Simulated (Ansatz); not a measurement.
**Cl3GeH3OSi: up Jacob's ladder to CCSD(T)**

One table from this session's results is given with a row withheld; the runs are named, their logs left out.

Method: functionals in def2-TZVPP, the program's frozen cores in correlated methods; program: Ansatz 0.2.0, Gaussian basis.

The runs, in order: LDA (SPW92), PBE-D4, revPBE-D4, BLYP-D4, r2SCAN-D4, B97M-V, PBE0-D4, B3LYP-D4, r2SCANh-D4, r2SCAN0-D4, HSE06-D4, BHLYP-D4, CAM-B3LYP-D4, LC-ωPBE, ωB97X-V, ωB97M-V, B2PLYP, PBE-QIDH; CCSD(T)/def2-SVP; MP2/def2-TZVPP; MP2/def2-QZVPP; RPA on PBE.

**The geometry**

All runs share one geometry, relaxed beforehand with PBE0-D4 in a triple-zeta def2 set.

SMILES `[SiH3][O][Ge]([Cl])([Cl])[Cl]`, 9 atoms, charge 0, spin multiplicity 1.

Atoms are counted from 1 here; the program's logs count them from 0.

Bond lengths: Si1–O2 1.654 Å, Si1–H7 1.481 Å, Si1–H8 1.484 Å, Si1–H9 1.484 Å, O2–Ge3 1.732 Å, Ge3–Cl4 2.121 Å, Ge3–Cl5 2.111 Å, Ge3–Cl6 2.121 Å. Angles: O2–Si1–H7 106.5°, O2–Si1–H8 110.0°, O2–Si1–H9 110.0°, H7–Si1–H8 110.4°, H7–Si1–H9 110.4°, H8–Si1–H9 109.4°, Si1–O2–Ge3 136.4°, O2–Ge3–Cl4 109.9°, O2–Ge3–Cl5 107.6°, O2–Ge3–Cl6 109.9°, Cl4–Ge3–Cl5 110.1°, Cl4–Ge3–Cl6 109.1°, Cl5–Ge3–Cl6 110.1°.

Coordinates:

```xyz
9
Cl3GeH3OSi
Si    0.1901   -1.4586    0.7268
O     0.6265   -0.2155   -0.2728
Ge   -0.0409    1.3147   -0.7355
Cl   -1.9463    1.0332   -1.6228
Cl    1.2827    2.1966   -2.1229
Cl   -0.2454    2.5589    0.9694
H     1.2541   -2.4821    0.6159
H    -1.1155   -2.0207    0.2992
H     0.0830   -0.9727    2.1254
```

Set-up of the first run:

in.yaml reads:

```yaml
crystal:
  periodic: [false, false, false]
  atoms:
    - {symbol: Si, position_ang: [0.190068, -1.458611, 0.726846]}
    - {symbol: O, position_ang: [0.626528, -0.215542, -0.272764]}
    - {symbol: Ge, position_ang: [-0.040865, 1.314657, -0.735497]}
    - {symbol: Cl, position_ang: [-1.946255, 1.033154, -1.622769]}
    - {symbol: Cl, position_ang: [1.282708, 2.196649, -2.122850]}
    - {symbol: Cl, position_ang: [-0.245358, 2.558920, 0.969392]}
    - {symbol: H, position_ang: [1.254145, -2.482067, 0.615923]}
    - {symbol: H, position_ang: [-1.115516, -2.020711, 0.299159]}
    - {symbol: H, position_ang: [0.083043, -0.972749, 2.125359]}
basis:
  gaussian: {orbitals: def2-TZVPP}
hamiltonian: {xc: lda}
output: {orbitals: {seedname: orbitals}}
```

The run is started by

```
ansatz run in.yaml --threads 4 --pin off --events-out ev --progress --plain --max-ram 11315MiB
```

Steps of the session up to this table: LDA; PBE-D4 (GGA); revPBE-D4 (GGA); BLYP-D4 (GGA); r2SCAN-D4 (meta-GGA); B97M-V (meta-GGA); B3LYP-D4 (hybrid); r2SCANh-D4 (hybrid); r2SCAN0-D4 (hybrid); HSE06-D4 (hybrid); BHLYP-D4 (hybrid); CAM-B3LYP-D4 (range-separated); LC-ωPBE (range-separated); ωB97X-V (range-separated); ωB97M-V (range-separated); B2PLYP (double hybrid); PBE-QIDH (double hybrid).

One of the session's tables, all rows but one given; the rest of the session is left out.

It belongs to the step «Orbital energies across the functionals». 

| functional | HOMO (eV) | LUMO (eV) | gap (eV) |
| --- | --- | --- | --- |
| LDA (SPW92) | -7.93 | -3.07 | 4.86 |
| PBE-D4 | -7.84 | -2.76 | 5.08 |
| revPBE-D4 | -7.80 | -2.64 | 5.15 |
| BLYP-D4 | -7.73 | -2.69 | 5.04 |
| r2SCAN-D4 | -8.23 | -2.52 | 5.72 |
| B97M-V | -8.32 | -2.43 | 5.89 |
| PBE0-D4 | -9.31 | -1.75 | 7.56 |
| B3LYP-D4 | -9.08 | -2.06 | 7.02 |
| r2SCANh-D4 | -8.77 | -2.15 | 6.62 |
| r2SCAN0-D4 | -9.57 | -1.60 | 7.97 |
| HSE06-D4 | -8.91 | -2.12 | 6.78 |
| BHLYP-D4 | -10.71 | -0.66 | 10.05 |
| CAM-B3LYP-D4 | -10.74 | -0.69 | 10.05 |
| LC-ωPBE | ? | ? | ? |
| ωB97X-V | -11.78 | 0.48 | 12.27 |
| ωB97M-V | -11.61 | 0.32 | 11.93 |

**Question.** Estimate the row for LC-ωPBE.

**Answer.** HOMO (eV): -12.13; LUMO (eV): 0.58; gap (eV): 12.70. In the column «HOMO (eV)» it is the lowest.
